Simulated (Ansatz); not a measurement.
# SnN4H8: ionisation energy by level of theory

How much energy removes an electron from SnN4H8 at fixed geometry? The cation is run at each level and the neutral's energy taken from earlier runs.

Program: Ansatz 0.2.0, Gaussian basis. Level of theory: unrestricted cation, the program's frozen cores in correlated methods. These are calculated values, not measurements.

Plan: UKS PBE-D4/def2-TZVPP; UKS r2SCAN-D4/def2-TZVPP; UKS PBE0-D4/def2-TZVPP; UKS B3LYP-D4/def2-TZVPP; UKS wB97X-V/def2-TZVPP; UKS wB97M-V/def2-TZVPP; UKS B2PLYP/def2-TZVPP; UHF-CCSD(T)/def2-TZVPP; UHF-MP2/def2-QZVPP; extrapolation to the limit; then −ε(HOMO) from the neutral's earlier runs with LDA (SPW92), PBE-D4, revPBE-D4, BLYP-D4, r2SCAN-D4, B97M-V, PBE0-D4, B3LYP-D4, r2SCANh-D4, r2SCAN0-D4, HSE06-D4, BHLYP-D4, CAM-B3LYP-D4, LC-ωPBE, ωB97X-V, ωB97M-V.

## 1. Structure used throughout

All runs share one geometry, relaxed beforehand with PBE0-D4 in a triple-zeta def2 set. Sn takes the def2 core potential; no spin-orbit term is included.

SMILES `[NH2][Sn]([NH2])([NH2])[NH2]`, 13 atoms, charge 0, spin multiplicity 1.

Atoms are counted from 1 here; the program's logs count them from 0.

Bond lengths: N1–Sn2 2.019 Å, N1–H6 1.011 Å, N1–H7 1.011 Å, Sn2–N3 2.019 Å, Sn2–N4 2.019 Å, Sn2–N5 2.019 Å, N3–H8 1.011 Å, N3–H9 1.011 Å, N4–H10 1.011 Å, N4–H11 1.011 Å, N5–H12 1.011 Å, N5–H13 1.011 Å. Angles: Sn2–N1–H6 114.2°, Sn2–N1–H7 114.2°, H6–N1–H7 108.4°, N1–Sn2–N3 102.5°, N1–Sn2–N4 124.5°, N1–Sn2–N5 102.5°, N3–Sn2–N4 102.5°, N3–Sn2–N5 124.5°, N4–Sn2–N5 102.5°, Sn2–N3–H8 114.2°, Sn2–N3–H9 114.2°, H8–N3–H9 108.4°, Sn2–N4–H10 114.2°, Sn2–N4–H11 114.2°, H10–N4–H11 108.4°, Sn2–N5–H12 114.2°, Sn2–N5–H13 114.2°, H12–N5–H13 108.4°.

## 2. Cation, UKS PBE-D4/def2-TZVPP

The input, in.yaml:

```yaml
crystal:
  periodic: [false, false, false]
  atoms:
    - {symbol: N, position_ang: [-2.000004, 0.174404, 0.195048]}
    - {symbol: Sn, position_ang: [0.001648, -0.002705, 0.001112]}
    - {symbol: N, position_ang: [0.407227, -1.634272, 1.118723]}
    - {symbol: N, position_ang: [0.949819, -0.412899, -1.733320]}
    - {symbol: N, position_ang: [0.649310, 1.862020, 0.424077]}
    - {symbol: H, position_ang: [-2.401690, 0.935100, -0.336660]}
    - {symbol: H, position_ang: [-2.513161, -0.670108, -0.019855]}
    - {symbol: H, position_ang: [1.390590, -1.863604, 1.175114]}
    - {symbol: H, position_ang: [0.034951, -1.595435, 2.058217]}
    - {symbol: H, position_ang: [0.717170, -1.313889, -2.129285]}
    - {symbol: H, position_ang: [0.826635, 0.290843, -2.449048]}
    - {symbol: H, position_ang: [0.302584, 2.232235, 1.299005]}
    - {symbol: H, position_ang: [1.655422, 1.963610, 0.411771]}
basis:
  gaussian: {orbitals: def2-TZVPP}
total_charge: 1
magnetization: {spin_polarized: true, initial_magnetization: 1}
hamiltonian: {xc: pbe, dispersion: d4}
```

Started as:

```sh
$ ansatz run in.yaml --threads 2 --pin off --events-out ev --progress --plain --max-ram 32768MiB --backend cuda --devices 0, --max-vram 18GiB
```

The runs that follow: Cation, UKS r2SCAN-D4/def2-TZVPP; Cation, UKS PBE0-D4/def2-TZVPP; Cation, UKS B3LYP-D4/def2-TZVPP; Cation, UKS wB97X-V/def2-TZVPP; Cation, UKS wB97M-V/def2-TZVPP; Cation, UKS B2PLYP (frozen core)/def2-TZVPP; Cation, UHF-CCSD(T)/def2-TZVPP; Cation, UHF-MP2/def2-QZVPP.

Q: Predict the results of all the runs planned. Wanted: ionisation energy, CCSD(T)/CBS; nearest functional by difference; nearest −ε(HOMO); −ε(HOMO) of PBE; T1 of the cation.

**Answer**, as computed:

| quantity | value |
| --- | --- |
| ionisation energy, CCSD(T)/CBS | 9.39 eV |
| nearest functional by difference | ωB97X-V (-0.16 eV) |
| nearest −ε(HOMO) | ωB97X-V (-0.04 eV) |
| −ε(HOMO) of PBE | 5.48 eV |
| T1 of the cation | 0.041 |

**Reading.** Energy differences with functionals land within 1.23 eV of the reference. The PBE orbital energy is 3.9 eV too small: a semilocal HOMO is no ionisation energy. Among orbital estimates ωB97X-V comes nearest. Hartree-Fock falls 1.29 eV short, as the neutral has more correlation energy than the cation. The cation's T1 (from the report) is 0.041, near the customary mark of 0.045 for open shells, so the coupled-cluster value is less safe. The cation may have settled in a state other than its lowest; no search over hole states beyond the program's own was made. Correlated methods include outer-core shells of Sn, which these sets cover unevenly. With outer-core shells in play the reference is unsure by up to some tenths of an eV, so close misses can't be ranked.
